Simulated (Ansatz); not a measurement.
# CH8Ge: a nudged elastic band in two tries

Wanted: a band of images between two relaxed ends, and a check that the input is sound.

All numbers below are computed with Ansatz 0.2.0 (RKS B3LYP-D4/def2-SVP).

## Step 1: Starting point

Bond lengths: Ge1–C2 1.966 Å, C2–H3 1.100 Å, C2–H4 1.100 Å, C2–H5 1.100 Å, Ge1–H6 1.544 Å, Ge1–H7 1.545 Å, Ge1–H8 1.545 Å. Angles: Ge1–C2–H3 110.3°, Ge1–C2–H4 110.2°, Ge1–C2–H5 110.3°, H3–C2–H4 108.7°, H3–C2–H5 108.6°, H4–C2–H5 108.7°, C2–Ge1–H6 110.4°, C2–Ge1–H7 110.3°, C2–Ge1–H8 110.4°, H6–Ge1–H7 108.7°, H6–Ge1–H8 108.5°, H7–Ge1–H8 108.5°.

Structure file:

```xyz
10

Ge   -0.1353    0.3244    0.1712
C    -0.1842    0.3815    2.1358
H    -1.2252    0.3801    2.4924
H     0.3325   -0.4947    2.5545
H     0.3116    1.2924    2.5035
H     1.3245    0.3278   -0.3325
H    -0.8649    1.5515   -0.4198
H    -0.8298   -0.9545   -0.3475
H     0.9740   -2.8315    0.8398
H     1.5363   -2.8812    1.3508
```

## Step 2: First try

File input.yaml:

```yaml
crystal:
  periodic: [false, false, false]
  atoms:
    - { symbol: Ge, position_ang: [-0.135325, 0.324441, 0.171181] }
    - { symbol: C, position_ang: [-0.184228, 0.381457, 2.135762] }
    - { symbol: H, position_ang: [-1.225241, 0.380106, 2.49242] }
    - { symbol: H, position_ang: [0.332512, -0.494691, 2.554539] }
    - { symbol: H, position_ang: [0.311561, 1.292405, 2.503481] }
    - { symbol: H, position_ang: [1.324538, 0.327807, -0.332518] }
    - { symbol: H, position_ang: [-0.864851, 1.551453, -0.419757] }
    - { symbol: H, position_ang: [-0.829776, -0.954514, -0.34749] }
    - { symbol: H, position_ang: [0.973998, -2.831528, 0.83984] }
    - { symbol: H, position_ang: [1.536312, -2.881235, 1.35084] }
basis:
  gaussian: { orbitals: def2-SVP }
hamiltonian:
  xc: b3lyp
  dispersion: d4
neb:
  order_check: false
  images: 7
  f_tol: 0.05
  max_iterations: 8
  final_atoms:
    - { symbol: Ge, position_ang: [-0.05594214, -0.43683499, -0.79613301] }
    - { symbol: C, position_ang: [0.30346607, -0.14353861, 2.9865443] }
    - { symbol: H, position_ang: [-0.78430013, -0.0325844, 2.8736939] }
    - { symbol: H, position_ang: [0.56886059, -0.09860127, 4.05180846] }
    - { symbol: H, position_ang: [0.8130993, 0.66811762, 2.44813305] }
    - { symbol: H, position_ang: [1.25781336, 0.33568114, -0.57899407] }
    - { symbol: H, position_ang: [-1.22128682, 0.34365871, -0.16281687] }
    - { symbol: H, position_ang: [-0.30929969, -0.60293275, -2.30635201] }
    - { symbol: H, position_ang: [0.05043323, -1.82491241, -0.13968027] }
    - { symbol: H, position_ang: [6.61665624, 4.88764797, 8.57209451] }
  initial_path: idpp
```

On the command line:

```bash
> ansatz run input.yaml --threads 2 --pin off --max-ram 3072MiB --backend cpu --events-out ev --progress --plain --runs-dir out
```

Q: Predict the outcome of this session. Wanted: first try.

The runs gave:

| quantity | value |
| --- | --- |
| first try | timeout |
| cause | one atom of the second end is shifted by 6 along every axis, far from where it belongs |

What this shows: The program did not catch the first fault at the input check, so it cost a run.
